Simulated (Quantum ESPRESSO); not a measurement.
Runs of Quantum ESPRESSO 7.5 on KZr2. The structure is cubic, space group Fm-3m (No. 225). Conventional cell: a = 6.425 Å, b = 6.425 Å, c = 6.425 Å, α = 90.00°, β = 90.00°, γ = 90.00°. K (site symmetry m-3m) is surrounded by 8 Zr at 2.78 Å. Zr (site symmetry -43m) has 4 K at 2.78 Å as nearest neighbours. The cell was built by a generator and needn't be a form met in nature.

```tsv
task	level	potentials or basis	cutoff (eV)	smearing	gap on the mesh (eV)	pressure (GPa)
band structure	SOGGA	PseudoDojo 0.4 SR PBE stringent	1007	fermi-dirac 0.2 eV	none	11.8
single point	PBE	SSSP 1.3 efficiency PBE	816	fermi-dirac 0.05 eV	none	15.8
band structure	PBE+D3(BJ)	GBRV 1.5 PBE	612	gaussian 0.1 eV	none	(a)
real-space fields	PBE+D3M(BJ)	SSSP 1.3 efficiency PBE	816	gaussian 0.136 eV	none	-2.8
single point	vdW-DF3-opt1	GBRV 1.5 LDA	612	methfessel-paxton 0.1 eV	none	(b)
```

Alike in all rows: no spin polarisation; cell as given; k mesh 7 × 7 × 7.

Question: Fill in the values left out.

Answer: (a) 12.6; (b) 12.1.

Caveats: the potentials were made for another functional, which shifts forces and pressure (some runs); pairwise dispersion overbinds metals, which lowers pressure and volume (some runs); SOGGA exchange is joined with the correlation of PBE here (some runs); so large a pressure means that the cell lies far from this level's equilibrium, or that cutoff or potentials fall short (some runs).

A k mesh can miss the band edges, and the runs leave out spin-orbit coupling on Zr.

A gap of «none» marks a metal or a gap under the smearing width.
